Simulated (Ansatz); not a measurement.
# Br2F2Zr: the cost of one run

Program: Ansatz 0.2.0, Gaussian basis. Level of theory: the settings change from run to run. These are calculated values, not measurements.

### 1 The molecule

The structure was relaxed beforehand with PBE0-D4 in a triple-zeta def2 set. Zr takes a core potential in def2 sets; no spin-orbit term is included.

SMILES `[F][Zr]([F])([Br])[Br]`, 5 atoms, charge 0, spin multiplicity 1.

Atoms are counted from 1 here; the program's logs count them from 0.

Bond lengths: F1–Zr2 1.880 Å, Zr2–F3 1.880 Å, Zr2–Br4 2.485 Å, Zr2–Br5 2.485 Å. Angles: F1–Zr2–F3 108.7°, F1–Zr2–Br4 109.5°, F1–Zr2–Br5 109.5°, F3–Zr2–Br4 109.5°, F3–Zr2–Br5 109.5°, Br4–Zr2–Br5 110.3°.

### 2 rPW86-PBE/def2-TZVP

Options: density fitting with def2-universal-jkfit.

File in.yaml:

```yaml
crystal:
  periodic: [false, false, false]
  atoms:
    - {symbol: F, position_ang: [0.180769, -0.617213, 1.846919]}
    - {symbol: Zr, position_ang: [0.090097, -0.103934, 0.041026]}
    - {symbol: F, position_ang: [1.353961, -1.099256, -0.931035]}
    - {symbol: Br, position_ang: [-2.186306, -0.570647, -0.839359]}
    - {symbol: Br, position_ang: [0.611479, 2.317449, -0.158951]}
basis:
  gaussian: {orbitals: def2-TZVP, fitting: {mean_field: def2-universal-jkfit}}
hamiltonian: {xc: {name: rPW86-PBE}}
output: {forces: true}
```

The run is started by

```sh
> ansatz run in.yaml --threads 4 --pin off --events-out ev --progress --plain --max-ram 10444MiB
```

What time and memory should one allow on 4 threads of Intel Xeon at 2.50GHz, shared host?

About 15 s, with a peak of 0.37 GiB.
